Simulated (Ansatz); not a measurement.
# C3H9NOSi: up Jacob's ladder to CCSD(T)

One table from this session's results is given with a row withheld; the runs are named, their logs left out.

Program: Ansatz 0.2.0, Gaussian basis. Level of theory: functionals in def2-TZVPP, the program's frozen cores in correlated methods. These are calculated values, not measurements.

Levels to be run: PBE-D4, r2SCAN-D4, PBE0-D4, B3LYP-D4, ωB97X-V, ωB97M-V, B2PLYP; CCSD(T)/def2-TZVPP; MP2/def2-QZVPP; extrapolation to the limit.

## The geometry

All runs share one geometry, relaxed beforehand with PBE0-D4 in a triple-zeta def2 set.

SMILES `C=C[SiH](N)OC`, 15 atoms, charge 0, spin multiplicity 1.

Atoms are counted from 1 here; the program's logs count them from 0.

Bond lengths: C1–C2 1.330 Å, C1–H7 1.087 Å, C1–H8 1.087 Å, C2–Si3 1.851 Å, C2–H9 1.089 Å, Si3–N4 1.708 Å, Si3–O5 1.647 Å, Si3–H10 1.491 Å, N4–H11 1.005 Å, N4–H12 1.006 Å, O5–C6 1.405 Å, C6–H13 1.096 Å, C6–H14 1.092 Å, C6–H15 1.097 Å. Angles: C2–C1–H7 122.3°, C2–C1–H8 121.2°, H7–C1–H8 116.4°, C1–C2–Si3 122.8°, C1–C2–H9 118.5°, Si3–C2–H9 118.7°, C2–Si3–N4 110.2°, C2–Si3–O5 103.7°, C2–Si3–H10 114.6°, N4–Si3–O5 116.2°, N4–Si3–H10 104.4°, O5–Si3–H10 108.2°, Si3–N4–H11 121.9°, Si3–N4–H12 122.9°, H11–N4–H12 112.4°, Si3–O5–C6 122.6°, O5–C6–H13 111.5°, O5–C6–H14 108.5° and more.

The first run:

in.yaml

```yaml
crystal:
  periodic: [false, false, false]
  atoms:
    - {symbol: C, position_ang: [-1.568214, -0.740018, -2.155914]}
    - {symbol: C, position_ang: [-1.537052, -0.168008, -0.955231]}
    - {symbol: Si, position_ang: [0.033397, 0.399353, -0.155926]}
    - {symbol: N, position_ang: [1.368069, -0.424802, -0.830704]}
    - {symbol: O, position_ang: [-0.236758, 0.154880, 1.450644]}
    - {symbol: C, position_ang: [0.696443, 0.514449, 2.437561]}
    - {symbol: H, position_ang: [-2.494741, -1.067727, -2.619930]}
    - {symbol: H, position_ang: [-0.657803, -0.902952, -2.726413]}
    - {symbol: H, position_ang: [-2.475775, -0.025739, -0.422769]}
    - {symbol: H, position_ang: [0.347400, 1.842119, -0.360338]}
    - {symbol: H, position_ang: [2.263828, 0.017126, -0.941820]}
    - {symbol: H, position_ang: [1.429128, -1.428486, -0.867418]}
    - {symbol: H, position_ang: [1.613361, -0.081237, 2.359288]}
    - {symbol: H, position_ang: [0.251084, 0.335322, 3.418189]}
    - {symbol: H, position_ang: [0.967653, 1.575720, 2.370782]}
basis:
  gaussian: {orbitals: def2-TZVPP}
hamiltonian: {xc: pbe, dispersion: d4}
output: {forces: true, orbitals: {seedname: orbitals}}
```

Command:

```bash
$ ansatz run in.yaml --threads 2 --pin off --events-out ev --progress --plain --max-ram 32768MiB --backend cuda --devices 0, --max-vram 18GiB
```

Among the steps run: PBE-D4 (GGA); r2SCAN-D4 (meta-GGA); PBE0-D4 (hybrid); B3LYP-D4 (hybrid); ωB97X-V (range-separated); ωB97M-V (range-separated); B2PLYP (double hybrid); CCSD(T) in def2-TZVPP; MP2 in def2-QZVPP.

One of the session's tables, all rows but one given; the rest of the session is left out.

```
            method  atomisation energy (kcal/mol)
            PBE-D4                         1418.5
         r2SCAN-D4                              ?
           PBE0-D4                         1394.7
          B3LYP-D4                         1397.5
           ωB97X-V                         1398.1
           ωB97M-V                         1400.0
            B2PLYP                         1381.8
     HF/def2-TZVPP                         1015.4
    MP2/def2-TZVPP                         1377.7
   CCSD/def2-TZVPP                         1339.2
CCSD(T)/def2-TZVPP                         1358.7
           MP2/CBS                         1415.1
       CCSD(T)/CBS                         1396.1
```

**Question.** Estimate the row for r2SCAN-D4.

The run gave: atomisation energy (kcal/mol): 1394.2. In the column «atomisation energy (kcal/mol)» it lies between B2PLYP (1381.8) and PBE0-D4 (1394.7).

Caveats from the session: Free atoms (3 C, 1 Si, 1 N, 1 O, 9 H) were run apart at each level; the atomisation energy is their sum less the molecule, without zero-point or spin-orbit terms.
